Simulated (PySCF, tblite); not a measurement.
**C2H7F3NSi2 radical: geometry, infrared bands and EPR parameters**

Wanted: the infrared bands and EPR parameters of C2H7F3NSi2 radical (`FC(F)(F)CN[SiH][SiH3]`), by calculation.

Programs: tblite 0.8.0 and PySCF 2.14.0, with density-fitted response routines of our own. Each step states its level of theory. These are calculated values for one molecule in the gas phase, unless marked as measured. Atoms count from 0, in the outputs and in this text.

## Step 1: The starting structure

15 atoms, charge 0, multiplicity 2; geometry from: force field or distance geometry start.

Bonds of the start (Å): F0–C1 1.40, C1–F2 1.38, C1–F3 1.39, C1–C4 1.51, C4–N5 1.44, N5–Si6 1.75, Si6–Si7 2.18, C4–H8 1.10, C4–H9 1.13, N5–H10 1.04, Si6–H11 1.45, Si7–H12 1.48, Si7–H13 1.47, Si7–H14 1.46.

## Step 2: Optimising the geometry with GFN2-xTB

What the job is given:

```
{"job": {"kind": "relax", "xc": "GFN2-xTB", "basis": "xTB"}, "charge": 0, "multiplicity": 2}
F     -2.151400     1.799000     0.375900
C     -2.114700     0.760800    -0.562400
F     -1.215300     1.097000    -1.556800
F     -3.387200     0.552500    -1.076500
C     -1.648400    -0.513800     0.090700
N     -0.327600    -0.431700     0.667100
Si     0.903800    -0.024100    -0.504200
Si     2.987900    -0.254700     0.099200
H     -2.325300    -0.899100     0.870500
H     -1.523900    -1.282700    -0.726800
H     -0.359800     0.299800     1.410600
H      0.579000    -0.278600    -1.890700
H      3.221900     0.312400     1.449900
H      3.857600     0.493100    -0.822300
H      3.499000    -1.621900     0.142600
```

The run is started by

```bash
$ OMP_NUM_THREADS=1 python probes_run.py task.json out
```

One launch serves the whole session: the jobs run in the order shown.

Standard output:

```text
step      E/eV     max force
  0    -772.01128    2.420
  1    -772.31019    1.609
  2    -772.47467    0.989
  3    -772.53005    0.726
  4    -772.58643    0.811
  5    -772.62506    0.974
  6    -772.67454    0.661
  7    -772.70574    0.518
  8    -772.73876    0.428
  9    -772.76303    0.516
 10    -772.78193    0.347
 11    -772.79373    0.296
 12    -772.80231    0.215
 13    -772.80867    0.267
 14    -772.81337    0.199
 15    -772.81806    0.177
 16    -772.82365    0.208
 17    -772.83026    0.243
 18    -772.83643    0.204
 19    -772.84059    0.160
 20    -772.84332    0.143
 21    -772.84610    0.154
 22    -772.84906    0.158
 23    -772.85126    0.104
 24    -772.85250    0.069
 25    -772.85340    0.071
 26    -772.85455    0.117
 27    -772.85623    0.175
 28    -772.85819    0.171
 29    -772.85979    0.093
 30    -772.86097    0.087
 31    -772.86224    0.114
 32    -772.86410    0.187
 33    -772.86705    0.219
 34    -772.87098    0.169
 35    -772.87538    0.161
 36    -772.87945    0.140
 37    -772.88246    0.120
 38    -772.88409    0.084
 39    -772.88498    0.084
 40    -772.88571    0.068
 41    -772.88630    0.057
 42    -772.88672    0.056
 43    -772.88704    0.048
 44    -772.88731    0.038
 45    -772.88754    0.049
 46    -772.88774    0.036
 47    -772.88793    0.043
 48    -772.88816    0.051
 49    -772.88844    0.042
 50    -772.88870    0.037
 51    -772.88888    0.028
 52    -772.88901    0.024
 53    -772.88913    0.026
 54    -772.88923    0.020
 55    -772.88930    0.023
 56    -772.88937    0.022
 57    -772.88947    0.029
 58    -772.88961    0.037
 59    -772.88977    0.032
 60    -772.88990    0.034
 61    -772.89003    0.034
 62    -772.89023    0.046
 63    -772.89057    0.064
 64    -772.89102    0.058
 65    -772.89144    0.055
 66    -772.89176    0.054
 67    -772.89212    0.055
 68    -772.89269    0.081
 69    -772.89348    0.088
 70    -772.89435    0.067
 71    -772.89511    0.055
 72    -772.89580    0.061
 73    -772.89652    0.098
 74    -772.89749    0.112
 75    -772.89856    0.070
 76    -772.89985    0.062
 77    -772.90037    0.058
 78    -772.90134    0.053
 79    -772.90170    0.067
 80    -772.90202    0.039
 81    -772.90223    0.028
 82    -772.90234    0.023
 83    -772.90240    0.025
 84    -772.90250    0.022
 85    -772.90258    0.026
 86    -772.90265    0.019
 87    -772.90270    0.017
 88    -772.90275    0.016
 89    -772.90280    0.019
 90    -772.90288    0.022
 91    -772.90299    0.027
 92    -772.90315    0.034
 93    -772.90332    0.032
 94    -772.90345    0.031
 95    -772.90351    0.018
 96    -772.90355    0.016
 97    -772.90359    0.016
 98    -772.90364    0.017
 99    -772.90371    0.017
100    -772.90375    0.014
101    -772.90378    0.013
102    -772.90381    0.014
103    -772.90385    0.013
104    -772.90390    0.013
105    -772.90395    0.013
106    -772.90399    0.011
107    -772.90401    0.008
```

It took 0.8 s on 1 thread of Arm Neoverse V1, shared host.

Step by step: (not every step is listed)

```tsv
step	energy from step 0 (eV)	largest force (eV/Å)
0	0.0000	2.4196
1	-0.2989	1.6091
2	-0.4634	0.9895
3	-0.5188	0.7257
4	-0.5751	0.8112
5	-0.6138	0.9742
6	-0.6633	0.6609
7	-0.6945	0.5175
8	-0.7275	0.4283
17	-0.8190	0.2428
26	-0.8433	0.1166
35	-0.8641	0.1605
44	-0.8760	0.0378
53	-0.8778	0.0257
62	-0.8789	0.0460
71	-0.8838	0.0553
80	-0.8907	0.0392
89	-0.8915	0.0188
98	-0.8924	0.0173
102	-0.8925	0.0142
103	-0.8926	0.0132
104	-0.8926	0.0127
105	-0.8927	0.0132
106	-0.8927	0.0109
107	-0.8927	0.0079
```

Close pairs (by a distance rule), those that changed most:

```tsv
bond	before (Å)	after (Å)	change (Å)
Si6–Si7	2.182	2.284	+0.102
F0–C1	1.400	1.343	-0.057
C1–F3	1.388	1.342	-0.047
C1–F2	1.382	1.341	-0.042
C4–H9	1.129	1.092	-0.037
N5–H10	1.044	1.010	-0.034
Si6–H11	1.447	1.476	+0.029
C1–C4	1.506	1.529	+0.022
```

The final coordinates are the input of the step that follows.

## Step 3: Infrared spectrum with GFN2-xTB

What the job is given:

```
{"job": {"kind": "ir", "xc": "GFN2-xTB", "basis": "xTB"}, "charge": 0, "multiplicity": 2}
F     -2.241064     1.559673     0.798208
C     -2.268338     0.839607    -0.335052
F     -1.684174     1.592576    -1.277928
F     -3.558536     0.715903    -0.681400
C     -1.577755    -0.513692    -0.167001
N     -0.217398    -0.375705     0.235059
Si     1.071707    -0.035014    -0.897517
Si     3.046645    -0.203587     0.237682
H     -2.162013    -1.084353     0.565049
H     -1.621148    -1.019073    -1.134267
H     -0.140298     0.024227     1.158892
H      0.686627    -0.973659    -1.969070
H      3.128085     0.891490     1.212147
H      4.096518    -0.001215    -0.763323
H      3.436728    -1.409189     0.985299
```

Standard output:

```text
mode    cm-1     km/mol
  1      33.5      0.27
  2      38.6      0.53
  3      59.9      1.20
  4      80.0      1.49
  5     107.4      0.91
  6     206.2      3.51
  7     230.8      3.43
  8     340.1      5.47
  9     365.7     42.33
 10     399.5     15.74
 11     449.7     46.04
 12     469.3     11.11
 13     478.9     11.70
 14     495.3     13.72
 15     502.4      4.64
 16     547.5     25.74
 17     603.0     71.84
 18     692.6    206.80
 19     770.3     34.84
 20     782.5    417.75
 21     797.0     25.73
 22     802.1    400.30
 23     853.9    122.97
 24     928.5     73.75
 25    1065.4    156.38
 26    1075.1    297.82
 27    1165.1    160.65
 28    1170.2    132.78
 29    1192.0     83.18
 30    1290.2     13.69
 31    1373.8     60.72
 32    1438.5      4.32
 33    2128.1    297.18
 34    2166.0    356.66
 35    2205.5    288.30
 36    2236.8    320.39
 37    2923.7     30.07
 38    2987.0      9.96
 39    3442.7      7.60
```

It took 0.57 s on 1 thread of Arm Neoverse V1, shared host.

Which atoms move in the most intense modes:

```tsv
cm⁻¹	km/mol	atoms
693	206.8	H11 80 %, Si6 12 %
782	417.8	H12 41 %, H13 41 %
802	400.3	H13 35 %, H12 29 %, H14 20 %
1075	297.8	C1 52 %, H8 12 %
2128	297.2	H11 96 %
2166	356.7	H14 91 %
2206	288.3	H12 91 %
2237	320.4	H13 96 %
```

## Step 4: EPR parameters: B3LYP/pcH-1

Settings changed since step 3:

```diff
@@ -1,2 +1,2 @@
-{"job": {"kind": "ir", "xc": "GFN2-xTB", "basis": "xTB"}, "charge": 0, "multiplicity": 2}
+{"job": {"kind": "epr", "basis": "pcH-1"}, "charge": 0, "multiplicity": 2}
 F     -2.241064     1.559673     0.798208
```

With the program's defaults for keys left out, this is: UKS B3LYP, pcH-1 on C F H N Si, non-relativistic, mean-field spin-orbit, GIAO.

Standard output:

```text
UKS, coarse grid
  cycle   1  E = -1013.56278267  |g| = 6.93e-01
  cycle   2  E = -1013.34907439  |g| = 1.10e+00
  cycle   3  E = -1013.71584815  |g| = 5.49e-02
  cycle   4  E = -1013.71628616  |g| = 4.45e-02
  cycle   5  E = -1013.71707650  |g| = 1.10e-02
  cycle   6  E = -1013.71711810  |g| = 3.15e-03
  cycle   7  E = -1013.71712303  |g| = 7.77e-04
UKS, final grid
  cycle   1  E = -1013.71727733  |g| = 1.00e-03
  cycle   2  E = -1013.71727651  |g| = 1.72e-03
  cycle   3  E = -1013.71727782  |g| = 1.47e-04
  cycle   4  E = -1013.71727783  |g| = 3.57e-05
  cycle   5  E = -1013.71727784  |g| = 1.12e-05
E = -1013.71727784 Eh   <S^2> = 0.7525 (exact 0.7500)
g shifts (ppm)      1          2          3
  rmc          -155       -155       -155
  gc             23         33         40
  oz_so        -357        154       2286
  total        -489         33       2171
hyperfine (MHz)  atom isotope    a_iso     a_fc   dipolar eigenvalues
    0   19F      -1.08      -1.07     -1.12     -0.71      1.83
    1   13C      17.77      17.77     -1.09     -0.47      1.56
    2   19F      50.69      50.67     -9.08     -8.62     17.70
    3   19F      10.13      10.12     -4.51     -4.35      8.86
    4   13C      -5.14      -5.14     -0.93     -0.41      1.34
    5   14N       7.20       7.17     -9.16     -8.94     18.09
    6  29Si    -431.90    -432.78   -138.45     68.58     69.87
    7  29Si    -100.91    -101.02    -18.43      7.00     11.43
    8    1H      10.52      10.52     -1.92     -1.65      3.57
    9    1H       1.54       1.54     -2.17     -1.64      3.81
   10    1H     -11.40     -11.43    -10.14     -3.15     13.30
   11    1H      63.50      63.49     -7.39      0.57      6.81
   12    1H      -5.32      -5.32     -2.65     -1.24      3.88
   13    1H      -5.90      -5.90     -2.82     -1.24      4.06
   14    1H      73.89      73.88     -2.51     -0.33      2.84
```

It took 1.7 min on 1 thread of Arm Neoverse V1, shared host; peak memory 0.97 GiB.

Principal g values 2.00183, 2.00235, 2.00449; g(iso) = 2.00289, against 2.00232 for a free electron.

Hyperfine couplings; where a row names several nuclei, a(iso) is their mean (it holds for fast rotation or exchange) and the dipolar term the largest among them:

```tsv
nuclei	isotope	a(iso) (MHz)	a(iso) (G, at g = 2.0023)	largest dipolar term (MHz)
Si6	29Si	-431.9	-154.1	-138.5
Si7	29Si	-100.9	-36.0	-18.4
H11	1H	63.5	22.7	-7.4
H12, H13, H14	1H	20.9	7.5	4.1
F0, F2, F3	19F	19.9	7.1	17.7
C1	13C	17.8	6.3	1.6
H10	1H	-11.4	-4.1	13.3
N5	14N	7.2	2.6	18.1
H8, H9	1H	6.0	2.2	3.8
C4	13C	-5.1	-1.8	1.3
```

Mulliken spin populations:

F0 0.00; C1 0.01; F2 0.00; F3 0.00; C4 -0.01; N5 0.13; Si6 0.75; Si7 0.06; H8 0.00; H9 0.00; H10 -0.01; H11 0.02; H12 -0.01; H13 0.00; H14 0.04

In first order the couplings over 0.8 MHz of 1H, 19F, 14N give 576 distinct lines over 79.8 G, if the averaged nuclei exchange fast; the same motion can average rows kept apart here too.

The fields below are evaluated on a grid from the run's orbitals.

ELF in a plane through or near 7 of the atoms.

Ten even steps from '0' (0.00) to '9' (1.00):
```
0000000000000000000000000000
0000000000000000000000000000
0000000000000000000000000000
0000014652000000000000000000
0000069998000000124320000000
0000199999100000477871000000
0000189999000000485770000000
0000048996100230038611310000
0000132215522451032248720000
0002571627822771165275830000
0016998139376451144377820000
0017999568178120111047610000
0015898335211620220013200000
0001342001699980141000000000
0000000000799990010000000000
0000000000699980000000000000
0000000000379850000000000000
0000000000012200000000000000
0000000000000000000000000000
0000000000000000000000000000
```
The map spans 13.2 Å across and 9.4 Å up, centred on the molecule. Atoms in the plane (x, y in Å): F0 (2.3, 1.6), C1 (2.4, 0.3), F3 (3.7, 0.0), Si6 (-1.0, -0.7), Si7 (-3.1, 0.2), H11 (-0.6, -2.1), H12 (-3.1, 1.6).

On the surface of density 0.002 e/bohr³ the electrostatic potential runs, from the 1st to the 99th percentile, from -0.54 V near F2 to 1.84 V near H10.

The spin density lies nearest to Si6 57 %; N5 13 %; Si7 8 %; H11 8 %.

## Step 5: Outcome

| quantity | value |
| --- | --- |
| strongest single infrared mode (GFN2-xTB) | 782 cm⁻¹, 418 km/mol |
| zero-point energy (GFN2-xTB) | 55.6 kcal/mol |
| g(iso) (B3LYP) | 2.00289 |
| ⟨S²⟩ | 0.752 (exact 0.75) |
| largest a(iso) (averaged by class) | 29Si on Si6, -431.9 MHz |
| potential on the surface of density 0.002 e/bohr³, 1st and 99th percentile | -0.54 V and 1.84 V |

Relaxing lowered the energy by 0.893 eV in 107 steps; the close pair that moved most is Si6–Si7, from 2.182 to 2.284 Å. All 39 modes are real, so the xTB geometry is a minimum. The strongest single mode, at 782 cm⁻¹, moves mainly H12 and H13. Unscaled tight-binding wavenumbers are off by several per cent, some by more. Its intensities can rank the bands wrongly. Si6 carries the largest spin population, 0.75 e. The isotropic g lies 0.6 ppt above the free-electron value.
